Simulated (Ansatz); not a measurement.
**CH5ClO2Sn: a ladder of functionals and wavefunction methods**

One table from this session's results is given with a row withheld; the runs are named, their logs left out.

Program: Ansatz 0.2.0, Gaussian basis. Level of theory: functionals in def2-TZVPP, the program's frozen cores in correlated methods. These are calculated values, not measurements.

Levels to be run: LDA (SPW92), PBE-D4, revPBE-D4, BLYP-D4, r2SCAN-D4, B97M-V, PBE0-D4, B3LYP-D4, r2SCANh-D4, r2SCAN0-D4, HSE06-D4, BHLYP-D4, CAM-B3LYP-D4, LC-ωPBE, ωB97X-V, ωB97M-V, B2PLYP, PBE-QIDH; CCSD(T)/def2-SVP; CCSD(T)/def2-TZVPP; MP2/def2-QZVPP; extrapolation to the limit; RPA on PBE.

### The relaxed structure

The geometry comes from an earlier relaxation with PBE0-D4 in a triple-zeta def2 set; it is a stationary point, not always the lowest conformer. Sn takes the def2 core potential; no spin-orbit term is included.

SMILES `[CH3][Sn]([OH])([OH])[Cl]`, 10 atoms, charge 0, spin multiplicity 1.

Atoms are counted from 1 here; the program's logs count them from 0.

Bond lengths: C1–Sn2 2.108 Å, C1–H6 1.089 Å, C1–H7 1.088 Å, C1–H8 1.089 Å, Sn2–O3 1.953 Å, Sn2–O4 1.947 Å, Sn2–Cl5 2.334 Å, O3–H9 0.961 Å, O4–H10 0.961 Å. Angles: Sn2–C1–H6 108.8°, Sn2–C1–H7 109.2°, Sn2–C1–H8 108.6°, H6–C1–H7 110.1°, H6–C1–H8 110.0°, H7–C1–H8 110.1°, C1–Sn2–O3 114.7°, C1–Sn2–O4 108.7°, C1–Sn2–Cl5 113.2°, O3–Sn2–O4 107.4°, O3–Sn2–Cl5 103.9°, O4–Sn2–Cl5 108.6°, Sn2–O3–H9 112.2°, Sn2–O4–H10 113.4°.

Geometry (Å):

```tsv
atom	x (Å)	y (Å)	z (Å)
C1	-1.4617	-0.7274	-0.4485
Sn2	0.2946	0.2991	0.1024
O3	1.3484	-0.5777	1.4940
O4	1.4334	0.4768	-1.4669
Cl5	-0.1186	2.4277	0.9667
H6	-1.8416	-0.2991	-1.3746
H7	-2.2010	-0.6233	0.3435
H8	-1.2182	-1.7786	-0.5973
H9	1.5172	0.0025	2.2414
H10	2.3308	0.7489	-1.2579
```

The first run:

in.yaml reads:

```yaml
crystal:
  periodic: [false, false, false]
  atoms:
    - {symbol: C, position_ang: [-1.461659, -0.727371, -0.448459]}
    - {symbol: Sn, position_ang: [0.294587, 0.299142, 0.102407]}
    - {symbol: O, position_ang: [1.348376, -0.577670, 1.494025]}
    - {symbol: O, position_ang: [1.433358, 0.476761, -1.466851]}
    - {symbol: Cl, position_ang: [-0.118576, 2.427657, 0.966685]}
    - {symbol: H, position_ang: [-1.841634, -0.299088, -1.374575]}
    - {symbol: H, position_ang: [-2.201011, -0.623333, 0.343517]}
    - {symbol: H, position_ang: [-1.218243, -1.778623, -0.597270]}
    - {symbol: H, position_ang: [1.517239, 0.002508, 2.241422]}
    - {symbol: H, position_ang: [2.330764, 0.748919, -1.257900]}
basis:
  gaussian: {orbitals: def2-TZVPP}
hamiltonian: {xc: lda}
output: {orbitals: {seedname: orbitals}}
```

Command:

```sh
ansatz run in.yaml --threads 4 --pin off --events-out ev --progress --plain --max-ram 10444MiB
```

Steps of the session up to this table: LDA; PBE-D4 (GGA); revPBE-D4 (GGA); BLYP-D4 (GGA); r2SCAN-D4 (meta-GGA); B97M-V (meta-GGA); B3LYP-D4 (hybrid); r2SCANh-D4 (hybrid); r2SCAN0-D4 (hybrid); HSE06-D4 (hybrid); BHLYP-D4 (hybrid); CAM-B3LYP-D4 (range-separated); LC-ωPBE (range-separated); ωB97X-V (range-separated); ωB97M-V (range-separated); B2PLYP (double hybrid); PBE-QIDH (double hybrid).

One table of the session follows, with a row left open; its other results are not shown here.

It belongs to the step «Orbital energies across the functionals». 

```
  functional  HOMO (eV)  gap (eV)
 LDA (SPW92)      -7.30      4.92
      PBE-D4      -7.09      5.01
   revPBE-D4      -7.02      5.06
     BLYP-D4      -6.99      4.93
   r2SCAN-D4      -7.48      5.68
      B97M-V      -7.56      5.74
     PBE0-D4      -8.73      7.61
    B3LYP-D4      -8.46      6.99
  r2SCANh-D4      -8.09      6.64
  r2SCAN0-D4      -8.98      8.04
    HSE06-D4      -8.32      6.83
    BHLYP-D4     -10.09      9.89
CAM-B3LYP-D4     -10.15      9.99
     LC-ωPBE     -11.53     12.69
     ωB97X-V          ?         ?
     ωB97M-V     -11.05     11.83
```

**Question.** Estimate the row for ωB97X-V.

As computed: HOMO (eV): -11.16; gap (eV): 12.15. In the column «HOMO (eV)» it lies between LC-ωPBE (-11.53) and ωB97M-V (-11.05).
